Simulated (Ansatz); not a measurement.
Geometry optimisation, DFT PBEsol, scalar-relativistic, plane waves, PAW (Ansatz).

input.yaml

```yaml
crystal:
  lattice:
    - [0.0, 5.43, 5.43]
    - [5.43, 0.0, 5.43]
    - [5.43, 5.43, 0.0]
  atoms:
    - { symbol: Si, position: [0.0, 0.0, 0.0] }
    - { symbol: Si, position: [0.125, 0.125, 0.125] }
    - { symbol: Si, position: [0.0, 0.0, 0.5] }
    - { symbol: Si, position: [0.125, 0.125, 0.625] }
    - { symbol: Si, position: [0.0, 0.5, 0.0] }
    - { symbol: Si, position: [0.125, 0.625, 0.125] }
    - { symbol: Si, position: [0.0, 0.5, 0.5] }
    - { symbol: Si, position: [0.125, 0.625, 0.625] }
    - { symbol: Si, position: [0.5, 0.0, 0.0] }
    - { symbol: Si, position: [0.625, 0.125, 0.125] }
    - { symbol: Si, position: [0.5, 0.0, 0.5] }
    - { symbol: Si, position: [0.625, 0.125, 0.625] }
    - { symbol: Si, position: [0.5, 0.5, 0.0] }
    - { symbol: Si, position: [0.625, 0.625, 0.125] }
    - { symbol: Si, position: [0.5, 0.5, 0.5] }
    - { symbol: Si, position: [0.625, 0.625, 0.625] }
    - { symbol: Ti, position: [0.8032461, 0.8153217, 0.566611] }
basis:
  ecutwfc: 420.0
kpoints:
  mp_grid: { grid: [2, 2, 2] }
hamiltonian:
  xc: pbesol
  pseudopotentials: { kind: paw, azcp: { folder: soft_1 } }
scf:
  occupations: { method: gaussian, width: 0.05 }
  lower_state_search: "off"
relax:
  f_tol: 0.03
  max_steps: 60
  adjacent_minimum: "off"
```

Launched with:

```bash
$ ansatz run input.yaml --threads 1 --pin off --max-ram 3072MiB --backend cpu --events-out ev --progress --plain --runs-dir out
```

Problem. Where does it end, and by what steps?

Solution. The run converged. The force dipped under the threshold on the way, but the program's further checks kept it going. Limits of this set-up: coarse k mesh, PAW files made for another functional. After 11 steps the energy has fallen by 3.241 eV; Ti17 moved furthest, 1.07 Å. Joined: Si5–Ti17 (3.54 → 2.75 Å).

| step | energy less start (eV) | largest force component (eV/Å) | accepted |
| --- | --- | --- | --- |
| 0 | 0.0000 | 3.485 | yes |
| 1 | -1.1960 | 1.292 | yes |
| 2 | -1.4561 | 0.215 | yes |
| 3 | -1.6247 | 0.749 | yes |
| 4 | -1.9746 | 1.031 | yes |
| 5 | -2.3425 | 0.843 | yes |
| 6 | -2.7347 | 0.706 | yes |
| 7 | -3.0631 | 0.334 | yes |
| 8 | -3.2263 | 0.177 | yes |
| 9 | -3.2373 | 0.113 | yes |
| 10 | -3.2412 | 0.019 | yes |
| 11 | -3.2412 | 0.019 | yes |

```xyz
17
Lattice="0.0000 5.4300 5.4300 5.4300 0.0000 5.4300 5.4300 5.4300 0.0000" Properties=species:S:1:pos:R:3
Si -0.031 -0.035 0.031
Si 1.306 1.302 1.377
Si 2.681 2.677 0.070
Si 4.059 4.055 1.372
Si 2.673 -0.007 2.757
Si 4.053 1.302 4.124
Si 5.361 2.677 2.749
Si 6.705 4.079 4.155
Si -0.003 2.669 2.758
Si 1.306 4.050 4.124
Si 2.681 5.357 2.749
Si 4.083 6.701 4.155
Si 2.672 2.669 5.433
Si 4.069 4.065 6.791
Si 5.382 5.377 5.478
Si 6.705 6.701 6.777
Ti 8.102 8.098 8.188
```

Whether the end is a true minimum wasn't checked by a vibrational analysis.

Time of the run: 2.3 min on 1 thread of Arm Neoverse N1, with other jobs on the host, peak memory 0.55 GiB.
